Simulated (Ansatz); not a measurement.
# BTi: the cost of one run

The runs use Ansatz 0.2.0, Gaussian basis; def2-QZVPP, core rule «outside noble gas», up to 10 orbitals frozen.

The runs, in order: UHF; ROHF; CCSD(T) on UHF.

2 further runs of the same task are left out: 2 set aside as unsound or not needed.

## Step 1: The geometry

The geometry is a PBE0/def2-TZVP stationary point (not a proven minimum) of the parent state, kept for this charge and spin.

2 atoms, charge 1, spin multiplicity 5.

Atoms are counted from 1 here; the program's logs count them from 0.

Bond lengths: Ti1–B2 2.101 Å.

## Step 2: UHF

in.yaml

```yaml
crystal:
  periodic: [false, false, false]
  atoms:
    - {symbol: Ti, position_ang: [0.000000, 0.000000, 0.000000]}
    - {symbol: B, position_ang: [0.000000, 0.000000, 2.101000]}
basis:
  gaussian: {orbitals: "def2-QZVPP.json"}
total_charge: 1
magnetization: {spin_polarized: true, initial_magnetization: 4}
hamiltonian: {xc: hf}
output: {orbitals: {seedname: orbitals}}
```

The run is started by

```
> ansatz run in.yaml --threads 1 --pin off --events-out ev --progress --plain --max-ram 4096MiB --backend cpu
```

Q: Estimate wall time and peak memory on 1 thread of AMD EPYC 7R13, shared host.

About 30 s, with a peak of 0.37 GiB.
